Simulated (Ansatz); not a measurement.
**Ru3C: one candidate structure**

Aim: relax Ru3C from this start, Ni3Sn (D0_19) type (P6_3/mmc, No. 194), and see where it ends.

Method: DFT PBE, scalar-relativistic, plane waves, PAW, in Ansatz 0.2.0.

### Step 1. The structure to begin with

The structure is hexagonal, space group P6_3/mmc (No. 194). Conventional cell: a = 5.138 Å, b = 5.138 Å, c = 4.124 Å, α = 90.00°, β = 90.00°, γ = 120.00°. Ru (site symmetry mm2) has 4 C at 2.54 to 2.57 Å and 8 Ru at 2.54 to 2.57 Å as nearest neighbours. C (site symmetry -6m2) has 12 Ru at 2.54 to 2.57 Å as nearest neighbours.

Coordinates:

```
CELL_PARAMETERS angstrom
5.13787 0.00000 0.00000
-2.56894 4.44953 0.00000
0.00000 0.00000 4.12394
ATOMIC_POSITIONS crystal
Ru 0.83300 0.66600 0.25000
Ru 0.16700 0.83300 0.75000
Ru 0.33400 0.16700 0.25000
Ru 0.16700 0.33400 0.75000
Ru 0.83300 0.16700 0.25000
Ru 0.66600 0.83300 0.75000
C 0.33333 0.66667 0.25000
C 0.66667 0.33333 0.75000
```

(A quick probe on a coarse mesh, which set the mesh and smearing, is not shown.)

### Step 3. Coarse relaxation

Contents of input.yaml:

```yaml
crystal:
  lattice:
    - [5.1378744417, 0.0, 0.0]
    - [-2.5689372208, 4.4495297879, 0.0]
    - [0.0, 0.0, 4.123936974]
  atoms:
    - { symbol: Ru, position: [0.833, 0.666, 0.25] }
    - { symbol: Ru, position: [0.167, 0.833, 0.75] }
    - { symbol: Ru, position: [0.334, 0.167, 0.25] }
    - { symbol: Ru, position: [0.167, 0.334, 0.75] }
    - { symbol: Ru, position: [0.833, 0.167, 0.25] }
    - { symbol: Ru, position: [0.666, 0.833, 0.75] }
    - { symbol: C, position: [0.3333333333, 0.6666666667, 0.25] }
    - { symbol: C, position: [0.6666666667, 0.3333333333, 0.75] }
basis:
  ecutwfc: 420
kpoints:
  mp_grid: { grid: [6, 6, 4] }
hamiltonian:
  xc: pbe
scf:
  occupations: { method: gaussian, width: 0.1 }
  lower_state_search: "off"
output:
  forces: true
  stress: true
  eigenvalues: true
relax:
  adjacent_minimum: "off"
  f_tol: 0.04
  max_steps: 70
  cell: { stress_tol: 0.4 }
```

On the command line:

```bash
ansatz run input.yaml --threads 1 --pin off --max-ram 2560MiB --backend cpu --events-out ev --progress --plain --runs-dir out
```

Further runs follow: rough relaxation on the coarse mesh; full relaxation.

Q: Predict the outcome of this session.

The runs gave:

Formation energies count from the elements, computed with the same settings in runs not shown here.

| quantity | value |
| --- | --- |
| cell | a = 6.686 Å, b = 6.686 Å, c = 2.682 Å, α = 90.00°, β = 90.00°, γ = 120.00° |
| space group | P6_3/mmc (No. 194) |
| volume | 12.98 Å³/atom |
| gap on the mesh | none (metal) |
| formation energy from the elements | +0.554 eV/atom |

What this shows: The space group stayed P6_3/mmc, and from the first guess the volume went from 11.78 to 12.98 Å³/atom. The formation energy of +0.55 eV/atom is positive, so the elements lie lower than this structure; another structure of the compound can lie lower.
